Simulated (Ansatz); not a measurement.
SbW2:

```
Sb W
1.0
     0.00000    3.13301    3.13301
     3.13301    0.00000    3.13301
     3.13301    3.13301    0.00000
Sb W
1 2
Direct
  0.50000 0.50000 0.50000
  0.25000 0.25000 0.25000
  0.75000 0.75000 0.75000
```

The cell was built by a generator and needn't be a form met in nature.

A run of Ansatz 0.2.0 on this cell left the log below. Logs are shortened: lines on timing, memory, paths and dates and some standing lists are left out, and cuts for length are marked.

```text
Warning: RAYON_NUM_THREADS=2 ignored (pool sized by the plan → 2); use --threads N
Engine: ansatz 0.2.0, aarch64-unknown-linux-gnu
Pseudopotentials: kind: paw
Pseudopotential: Sb, paw, valence charge 15, recommended cutoff 420 eV (normal), Sb.paw.azcp
Pseudopotential: W, paw, valence charge 14, recommended cutoff 420 eV (normal), W.paw.azcp
Functional definition: PBE
  parameter kappa = 0.804
  parameter beta = 0.06672455060314922
  exchange = pbe_x(kappa = kappa, mu = beta*pi^2/3)
  correlation = pbe_c(beta = beta)
Crystal: 3 atoms, lattice volume = 61.506 Å³
Basis set: ecut = 420 eV, 1243 PW (Γ), exchange–correlation on 60×60×60 points (8 copies of the dense FFT grid, shifted against one another)
Bands: 26, of which v1, the nominal top of the filled ones, is band 22 counted from 1 (21 counted from 0)
Symmetry: 48 space group operations
Space group: Fm-3m (ITA 225), of the structure as read, at distance tolerance 3.9e-5 Å
k-points: 20 of 343
Non-local potential: Sb, projectors of the file, l = 0: 2, l = 1: 2, l = 2: 2, l = 3: 2
Non-local potential: W, projectors of the file, l = 0: 3, l = 1: 2, l = 2: 2, l = 3: 1
PAW form: soft (Blöchl's): semilocal exchange-correlation on the pseudo side does not see the compensation charge
PAW one-centre angular grid: Sb, 590 points (default); XC on 64 Gauss nodes
PAW one-centre angular grid: W, 590 points (default); XC on 64 Gauss nodes
Initial density: superposition of atomic densities (neutral atoms: chi_scale 0, normalization atom), corrected by the library's trained network
Initial wavefunctions: pseudopotential atomic-orbital guess
Functional: x = pbe(κ = 0.804, μ = 0.2195149727645171), c = pbe(β = 0.06672455060314922)
[... 79 lines left out ...]
SCF converged after 6 iterations
Free energy (F): -27249.591783 eV
Harris-Foulkes:  -27249.591783 eV  (|F-HF|=1.82e-11)
Internal energy: -27249.559132 eV  (E = F + TS)
E sigma→0 (E₀):  -27249.575457 eV
Entropy (-TS):   -0.032651 eV (-10.884 meV/atom)
Fermi energy:    17.524596 eV
--- Per-component energies (eV) ---
  E_band       = -359.319334
  E_kinetic    = 1113.548068
  E_local      = -3009.327275  (includes V_loc(G=0)·N_el)
  E_nonlocal   = 372.825896
  E_hartree    = 1246.096717
  E_xc         = -671.820699
  E_vxc        = -573.593102  (∫ρ·V_xc dr)
  E_paw        = -21706.941764  (= ΣΔE_a)
  E_vpaw       = -754.966187  (= ΣTr[D̂ρ^β])
  E_aug_tail   = -0.000128  (compensation charges beyond the density's cutoff)
  E_ewald      = -4593.939947
  E_smearing   = -0.032651  (= −TS)
  E_closure    = 0.000000  (closes the sum)
  Σ components = -27249.591783   (vs F -27249.591783, Δ=0.00e0)
--- Forces (eV/Å), atoms counted from 1 ---
  atom   1  Sb     0.00000000    -0.00000000     0.00000000
  atom   2  W     -0.00000000    -0.00000000    -0.00000000
  atom   3  W      0.00000000     0.00000000     0.00000000
  max |Σ_I F_I| component: 9.25e-18 eV/Å
--- Stress (GPa, compression-positive) ---
       10.004174       0.000000       0.000000
        0.000000      10.004174       0.000000
        0.000000       0.000000      10.004174
  P = ⅓ Tr σ = 10.0042 GPa (100.042 kbar)
--- Band table (eV; the first three rows and the last of 20) ---
  k-point 0: bands = ["-56.3862", "-56.3470", "-20.8001", "-20.8001", "-20.8001", "-20.5492", "-20.5492", "-20.5492", "-11.6997", "-11.6997", "-11.6997", "-11.6605", "-11.6605", "4.9640", "12.1959", "12.1959", "12.1959", "14.2840", "14.2840", "18.5442", "19.3295", "19.3295", "19.3295", "21.3351", "21.3351", "22.3394"]
  k-point 1: bands = ["-56.3843", "-56.3489", "-20.7880", "-20.7880", "-20.7868", "-20.5657", "-20.5621", "-20.5621", "-11.7062", "-11.7015", "-11.7015", "-11.6597", "-11.6597", "5.1871", "11.9782", "12.3396", "12.3396", "14.4515", "14.4515", "18.6183", "18.9512", "18.9512", "19.2449", "20.0497", "20.0497", "20.5850"]
  k-point 2: bands = ["-56.3787", "-56.3543", "-20.7540", "-20.7540", "-20.7522", "-20.6071", "-20.5977", "-20.5977", "-11.7214", "-11.7057", "-11.7057", "-11.6578", "-11.6578", "5.7557", "11.5539", "12.7063", "12.7063", "14.9571", "14.9571", "17.3720", "18.0582", "18.0582", "18.3470", "18.5642", "18.5642", "20.8757"]
  k-point 19: bands = ["-56.3672", "-56.3656", "-20.8488", "-20.8234", "-20.7111", "-20.6433", "-20.5327", "-20.5089", "-11.7298", "-11.7263", "-11.7152", "-11.6558", "-11.6550", "6.8161", "11.4102", "11.9567", "13.8758", "14.6555", "15.5085", "15.6509", "17.0587", "17.2756", "17.9455", "18.1492", "18.5288", "21.2890"]
--- Relaxed structure (5 steps of the walk, 4 accepted, 1 SCFs on fresh bases) ---
  F+E_penalty+E_count = -27249.59178259 eV   max|allowed force component| = 3.971e-17 eV/Å   (the final SCF, on the basis selected at the relaxed cell)
  cell:  # Å, volume = 58.4003 Å³
    - [3.179248136989425e-34, 3.0793682408396617, 3.0793682408396617]
    - [3.0793682408396617, -5.161200979213396e-35, 3.0793682408396617]
    - [3.0793682408396617, 3.0793682408396617, 8.877093463560284e-35]
  atoms:
    - { symbol: Sb, position: [0.49999999999999994, 0.49999999999999994, 0.49999999999999994] }
    - { symbol: W, position: [0.24999999999999997, 0.24999999999999997, 0.24999999999999997] }
    - { symbol: W, position: [0.7499999999999999, 0.7499999999999999, 0.7499999999999999] }
```

Question: What input gives this log?

Answer: Relaxation of cell and atoms with PBE, no spin polarisation. The files as run (others can give the same):

input.yaml
```yaml
crystal:
  lattice:
    - [0.0, 3.13301, 3.13301]
    - [3.13301, 0.0, 3.13301]
    - [3.13301, 3.13301, 0.0]
  atoms:
    - { symbol: Sb, position: [0.5, 0.5, 0.5] }
    - { symbol: W, position: [0.25, 0.25, 0.25] }
    - { symbol: W, position: [0.75, 0.75, 0.75] }
hamiltonian:
  xc: pbe
  pseudopotentials: { kind: paw }
kpoints:
  mp_grid: { grid: [7, 7, 7] }
scf:
  occupations: { method: fermi_dirac, width: 0.05 }
output:
  forces: true
  stress: true
  eigenvalues: true
relax:
  f_tol: 0.01
  max_steps: 40
  cell: { stress_tol: 0.05, p_target: 10.0 }
```

Potentials or basis: Ansatz PAW.
Run with:
```console
$ ansatz run input.yaml --threads 2 --pin off --max-ram 5632MiB --backend cpu --events-out ev --progress --plain --runs-dir out
```

Caveat: the plane-wave basis is chosen anew once the cell has moved, so the energies of steps on either side of that aren't comparable.
